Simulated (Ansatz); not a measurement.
# CH5B2Cl: up Jacob's ladder to CCSD(T)

How much do the methods differ for CH5B2Cl? The plan is to run it at one geometry with functionals of several rungs and with coupled cluster, and see how far each lands from CCSD(T) at the basis-set limit for the atomisation energy.

The runs use Ansatz 0.2.0, Gaussian basis; functionals in def2-TZVPP, the program's frozen cores in correlated methods.

Plan: LDA (SPW92), PBE-D4, revPBE-D4, BLYP-D4, r2SCAN-D4, B97M-V, PBE0-D4, B3LYP-D4, r2SCANh-D4, r2SCAN0-D4, HSE06-D4, BHLYP-D4, CAM-B3LYP-D4, LC-ωPBE, ωB97X-V, ωB97M-V, B2PLYP, PBE-QIDH; CCSD(T)/def2-SVP; CCSD(T)/def2-TZVPP; MP2/def2-QZVPP; extrapolation to the limit; RPA on PBE.

## (1) The relaxed structure

All runs share one geometry, relaxed beforehand with PBE0-D4 in a triple-zeta def2 set.

SMILES `BCBCl`, 9 atoms, charge 0, spin multiplicity 1.

Atoms are counted from 1 here; the program's logs count them from 0.

Bond lengths: B1–C2 1.554 Å, B1–H5 1.197 Å, B1–H6 1.196 Å, C2–B3 1.549 Å, C2–H7 1.104 Å, C2–H8 1.089 Å, B3–Cl4 1.749 Å, B3–H9 1.193 Å. Angles: C2–B1–H5 119.8°, C2–B1–H6 121.2°, H5–B1–H6 119.0°, B1–C2–B3 108.2°, B1–C2–H7 104.1°, B1–C2–H8 114.7°, B3–C2–H7 103.3°, B3–C2–H8 114.0°, H7–C2–H8 111.6°, C2–B3–Cl4 121.1°, C2–B3–H9 122.5°, Cl4–B3–H9 116.3°.

## (2) LDA

This LDA is Slater exchange with PW92 correlation.

The input, in.yaml:

```yaml
crystal:
  periodic: [false, false, false]
  atoms:
    - {symbol: B, position_ang: [-0.636656, 1.154846, 0.049426]}
    - {symbol: C, position_ang: [0.107040, -0.080962, 0.628003]}
    - {symbol: B, position_ang: [0.576168, -0.961281, -0.557352]}
    - {symbol: Cl, position_ang: [-0.128037, -2.535984, -0.849158]}
    - {symbol: H, position_ang: [-0.060531, 1.908502, -0.680613]}
    - {symbol: H, position_ang: [-1.785772, 1.362934, 0.306874]}
    - {symbol: H, position_ang: [1.049880, 0.334281, 1.023431]}
    - {symbol: H, position_ang: [-0.442751, -0.625838, 1.393926]}
    - {symbol: H, position_ang: [1.409160, -0.602800, -1.331836]}
basis:
  gaussian: {orbitals: def2-TZVPP}
hamiltonian: {xc: lda}
output: {orbitals: {seedname: orbitals}}
```

Command:

```sh
$ ansatz run in.yaml --threads 2 --pin off --events-out ev --progress --plain --max-ram 4352MiB
```

Further steps of the session: PBE-D4 (GGA); revPBE-D4 (GGA); BLYP-D4 (GGA); r2SCAN-D4 (meta-GGA); B97M-V (meta-GGA); B3LYP-D4 (hybrid); r2SCANh-D4 (hybrid); r2SCAN0-D4 (hybrid); HSE06-D4 (hybrid); BHLYP-D4 (hybrid); CAM-B3LYP-D4 (range-separated); LC-ωPBE (range-separated); ωB97X-V (range-separated); ωB97M-V (range-separated); B2PLYP (double hybrid); PBE-QIDH (double hybrid); CCSD(T) in def2-SVP; CCSD(T) in def2-TZVPP; MP2 in def2-QZVPP; RPA on PBE orbitals.

Q: Predict the results of all the runs planned. Wanted: atomisation energy, CCSD(T)/CBS; farthest beyond LDA; mean size of error, GGA; mean size of error, meta-GGA; mean size of error, hybrid; mean size of error, range-separated; mean size of error, double hybrid; gap, smallest and largest; T1 diagnostic.

As calculated:

| quantity | value |
| --- | --- |
| atomisation energy, CCSD(T)/CBS | 3250.8 kJ/mol |
| functionals within 16.3 kJ/mol (0.5 %) | revPBE-D4, BLYP-D4, B2PLYP |
| farthest beyond LDA | PBE-D4 (+73.2 kJ/mol) |
| mean size of error, GGA | 26.5 kJ/mol |
| mean size of error, meta-GGA | 53.1 kJ/mol |
| mean size of error, hybrid | 36.3 kJ/mol |
| mean size of error, range-separated | 32.2 kJ/mol |
| mean size of error, double hybrid | 16.4 kJ/mol |
| gap, smallest and largest | 4.08 eV (LDA (SPW92)), 11.64 eV (LC-ωPBE) |
| T1 diagnostic | 0.0119 |
| triples share of the correlation energy | 3.8 % |

The LDA atomisation energy is off by 427.3 kJ/mol (13 %): it overbinds. PBE-D4 is off by +73.2 kJ/mol. Double hybrids carry the basis error of their MP2 part in triple zeta, and no dispersion term here, so their miss is partly the set-up's. By mean error the best rung here is double hybrid (16.4 kJ/mol) and the worst beyond LDA is meta-GGA (53.1 kJ/mol). The reference freezes the cores and leaves out relativity and excitations past (T), so misses under about 16.3 kJ/mol can't be ranked. Hartree-Fock recovers 79 % of the binding; the rest is correlation. CCSD(T) in def2-SVP is off by -113.0 kJ/mol, so the small basis spoils what the method gains. Orbital gaps span 4.1 to 11.6 eV; exact exchange widens them.
